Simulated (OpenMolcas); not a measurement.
# UTPSS0/def2-TZVPD (Cholesky decomposition, core potential) run of SnNH4 (SMILES [NH2][SnH2])

What is the vertical electron affinity of SnNH4 at UTPSS0/def2-TZVPD (Cholesky decomposition, core potential)? 

Program for the calculation: OpenMolcas 26.06.

3 further runs of the same task are left out: 3 set aside as unsound or not needed.

## Step 1: Starting point

The species is SnNH4 (6 atoms), meant as a doublet with charge 0. As SMILES, `[NH2][SnH2]`. The shape comes from GFN2-xTB, which is rough for such elements, and wasn't checked as a minimum. This is one conformer, not always the lowest.

Bond lengths: N1–Sn2 2.071 Å, N1–H3 1.009 Å, N1–H4 1.009 Å, Sn2–H5 1.819 Å, Sn2–H6 1.818 Å. Angles: N1–Sn2–H5 94.4°, N1–Sn2–H6 94.4°, Sn2–N1–H3 121.8°, Sn2–N1–H4 121.4°, H5–Sn2–H6 102.6°, H3–N1–H4 107.7°.

## Step 2: A single-point energy at UTPSS0/def2-TZVPD (Cholesky decomposition, core potential)

Contents of test.input:

```
>>> EXPORT MOLCAS_PRINT=2
&GATEWAY
BasLib
$CurrDir
Coord
6
angstrom
N       -0.122530      -0.938260       0.080780
Sn       0.747500       0.938330      -0.027450
H       -0.042840      -1.605610      -0.672000
H       -0.153740      -1.454990       0.947440
H       -0.097120       1.395360      -1.571850
H       -0.331270       1.665170       1.243080
Basis
def2-TZVPD
Group
NoSym
&SEWARD
Low
&SCF
UHF
Spin
2
KSDFT
HYB_MGGA_XC_TPSS0
PrOrbitals
1 1
```

The basis set def2-TZVPD is read from a file made from the Basis Set Exchange's data (not shown).

Command:

```bash
$ export MOLCAS_MEM=1860
$ pymolcas test.input > test.log
```

The program printed (excerpt; [...] marks lines left out):

```text
--- Start Module: gateway ---
[...]
--- Stop Module: gateway /rc=_RC_ALL_IS_WELL_ ---
--- Start Module: seward ---
[...]
      Basis functions          129
--- Stop Module: seward /rc=_RC_ALL_IS_WELL_ ---
[...]
--- Start Module: scf ---
[...]
       Convergence after  16 Iterations
[...]
::    Total KS-DFT energy                            -271.3732388764
[...]
      Total spin, S                                     0.5048295074
[...]
      Total electronic charge=   33.000000
      Total            charge=   -0.000000
[...]
      Dipole Moment (debye):
      Origin of the operator (angstrom)=    0.6328    0.7204   -0.0161
                   X=  1.2191E+00               Y= -1.0749E+00               Z=  2.0233E-01           Total=  1.6379E+00
      Quadrupole Moment (debye*angstrom):
[...]
--- Stop Module: scf /rc=_RC_ALL_IS_WELL_ ---
[...]
```

Run time: 37 s. Hardware: 1 thread of Arm Neoverse V1, shared host; peak memory 0.098 GiB.

## Step 3: The singlet anion

Contents of test.inp:

```
* H4NSn Kohn-Sham DFT

&GATEWAY
  BasLib=$CurrDir
  Coord
  6
  angstrom
  N       -0.122530      -0.938260       0.080780
  Sn       0.747500       0.938330      -0.027450
  H       -0.042840      -1.605610      -0.672000
  H       -0.153740      -1.454990       0.947440
  H       -0.097120       1.395360      -1.571850
  H       -0.331270       1.665170       1.243080
  Basis=def2-TZVPD
  Group=NoSym

&SEWARD
  Low

&SCF
  Charge=-1
  KSDFT=HYB_MGGA_XC_TPSS0
  PrOrbitals=1 1
```

The basis set def2-TZVPD is read from a file made from the Basis Set Exchange's data (not shown).

Command:

```bash
$ export MOLCAS_MEM=1860
$ pymolcas test.inp > test.log
```

The program printed (excerpt; [...] marks lines left out):

```text
--- Start Module: gateway ---
[...]
--- Stop Module: gateway /rc=_RC_ALL_IS_WELL_ ---
--- Start Module: seward ---
[...]
      Basis functions          129
--- Stop Module: seward /rc=_RC_ALL_IS_WELL_ ---
[...]
--- Start Module: scf ---
[...]
       Convergence after  16 Iterations
[...]
::    Total KS-DFT energy                            -271.4307379274
[...]
      Total spin, S                                     0.0000000000
[...]
      Total electronic charge=   34.000000
      Total            charge=   -1.000000
[...]
      Dipole Moment (debye):
      Origin of the operator (angstrom)=    0.6328    0.7204   -0.0161
                   X=  8.8070E-01               Y= -1.1879E+00               Z=  1.7757E-01           Total=  1.4894E+00
      Center of Charge (angstrom)
[...]
--- Stop Module: scf /rc=_RC_ALL_IS_WELL_ ---
[...]
```

Wall time 26 s (1 thread of Arm Neoverse V1, shared host); peak memory 0.098 GiB.

## Step 4: Summary of results

At UTPSS0/def2-TZVPD (Cholesky decomposition, core potential):

| quantity | value |
| --- | --- |
| doublet SnNH4: total energy | -271.37324 Eh |
| doublet SnNH4: dipole moment | 1.64 D |
| doublet SnNH4: HOMO energy (highest over α and β) | -6.28 eV |
| doublet SnNH4: LUMO energy (lowest over α and β) | -3.35 eV |
| doublet SnNH4: ⟨S²⟩ | 0.760 |
| singlet anion: total energy | -271.43074 Eh |
| singlet anion: HOMO energy | 0.19 eV |
| singlet anion: LUMO energy | 3.97 eV |
| singlet anion: HOMO–LUMO gap (to an unbound level, set by the basis) | 3.78 eV |
| vertical electron affinity (to the singlet anion) | 1.565 eV |

What this shows: This program's gradients are faulty for this kind of reference, so any forces in the log (doublet SnNH4) can't be trusted; the energy can. At fixed nuclei the extra electron is bound by 1.56 eV (36 kcal/mol). The HOMO (singlet anion) lies at positive energy, 0.19 eV; only total energies tell whether the electron is bound.
